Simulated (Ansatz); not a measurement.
# Nudged elastic band run: Si

Input file:

```yaml
crystal:
  lattice:
    - [0.0, 5.43, 5.43]
    - [5.43, 0.0, 5.43]
    - [5.43, 5.43, 0.0]
  atoms:
    - { symbol: Si, position: [-0.00421269, 0.00344017, 0.00340116] }
    - { symbol: Si, position: [0.12526658, 0.12493533, 0.1249019] }
    - { symbol: Si, position: [-0.00421253, 0.00344056, 0.49737705] }
    - { symbol: Si, position: [0.12154654, 0.13198998, 0.62323609] }
    - { symbol: Si, position: [-0.00421159, 0.49741041, 0.00340394] }
    - { symbol: Si, position: [0.12154013, 0.62328953, 0.1319409] }
    - { symbol: Si, position: [-0.00147712, 0.50052335, 0.5004806] }
    - { symbol: Si, position: [0.12153918, 0.62328991, 0.62323854] }
    - { symbol: Si, position: [0.49885965, 0.00040136, 0.000372] }
    - { symbol: Si, position: [0.6233067, 0.1249845, 0.1249396] }
    - { symbol: Si, position: [0.50167767, 0.00347698, 0.49742585] }
    - { symbol: Si, position: [0.62330684, 0.12498598, 0.62677371] }
    - { symbol: Si, position: [0.50166944, 0.49747333, 0.0034281] }
    - { symbol: Si, position: [0.62330796, 0.62680046, 0.1249496] }
    - { symbol: Si, position: [0.50166805, 0.49747503, 0.49743719] }
    - { symbol: Si, position: [0.62997682, 0.62337992, 0.6233261] }
    - { symbol: Si, position: [0.24846966, 0.7505437, 0.75049736] }
basis:
  ecutwfc: 420.0
kpoints:
  mp_grid: { grid: [2, 2, 2] }
hamiltonian:
  xc: pbe
scf:
  occupations: { method: gaussian, width: 0.05 }
  lower_state_search: "off"
  max_iter: 85
neb:
  images: 3
  f_tol: 0.2
  max_iterations: 50
  order_check: false
  final_atoms:
    - { symbol: Si, position: [0.00104259, -0.00101791, -0.00018286] }
    - { symbol: Si, position: [0.12290436, 0.12822687, 0.12096785] }
    - { symbol: Si, position: [-0.00446393, 0.00191963, 0.50111129] }
    - { symbol: Si, position: [0.12286548, 0.12819194, 0.62760357] }
    - { symbol: Si, position: [0.00087244, 0.50053149, -0.00028999] }
    - { symbol: Si, position: [0.1250573, 0.6251031, 0.12484261] }
    - { symbol: Si, position: [0.00081169, 0.50047123, 0.49873474] }
    - { symbol: Si, position: [0.12263369, 0.62192319, 0.62759441] }
    - { symbol: Si, position: [0.5030948, 0.00260439, -0.0076326] }
    - { symbol: Si, position: [0.62878812, 0.12865313, 0.12107646] }
    - { symbol: Si, position: [0.50306161, 0.00261666, 0.50161607] }
    - { symbol: Si, position: [0.62687582, 0.12526648, 0.62376768] }
    - { symbol: Si, position: [0.49890729, 0.50086069, -6.438e-05] }
    - { symbol: Si, position: [0.62852815, 0.62232538, 0.12109804] }
    - { symbol: Si, position: [0.50275172, 0.49390175, 0.50150214] }
    - { symbol: Si, position: [0.62845628, 0.62233325, 0.62769647] }
    - { symbol: Si, position: [0.37701133, 0.87529681, 0.37365244] }
```

Command:

```bash
$ ansatz run input.yaml --threads 1 --pin off --max-ram 3072MiB --backend cpu --events-out ev --progress --plain --runs-dir out
```

Output, in part (warnings, iteration lines):

```
NEB end point (image 0): max|allowed force component| = 1.848e-3 eV/Å (the criterion of neb.relax_end_points is 4.000e-2)
NEB end point (image 4): max|allowed force component| = 2.965e-2 eV/Å (the criterion of neb.relax_end_points is 4.000e-2)
NEB iter   1: max|band force component| = 1.519e0 eV/Å  barrier→ = 0.9649 eV  barrier← = 0.9646 eV  Δτ_max = 0.1233 Å  (35 SCF iters)
NEB iter   2: max|band force component| = 6.153e-1 eV/Å  barrier→ = 0.4871 eV  barrier← = 0.4868 eV  Δτ_max = 0.1923 Å  (21 SCF iters)
NEB iter   3: max|band force component| = 1.704e-1 eV/Å  barrier→ = 0.3216 eV  barrier← = 0.3213 eV  CI = image 2  Δτ_max = 0.0000 Å  (21 SCF iters)
```

The forces met the threshold. The threshold of 0.2 eV/Å is loose, so the images may lie well off the minimum-energy path. The order of the stationary point at the top wasn't checked. Limits of this set-up: coarse k mesh.

Final band (atoms are numbered from 1 in the order of the input):

```
image  path coordinate (Å)  energy (eV)  Si6–Si17 (Å)  Si9–Si17 (Å)
    0                 0.00         0.00          2.39          4.70
    1                 0.72         0.20          2.53          4.05
    2                 1.44         0.32          3.27          3.26
    3                 2.16         0.20          4.06          2.52
    4                 2.88         0.00          4.69          2.39
```

Time of the run: 70 s on 1 thread of Arm Neoverse V2, with other jobs on the host, peak memory 0.7 GiB.
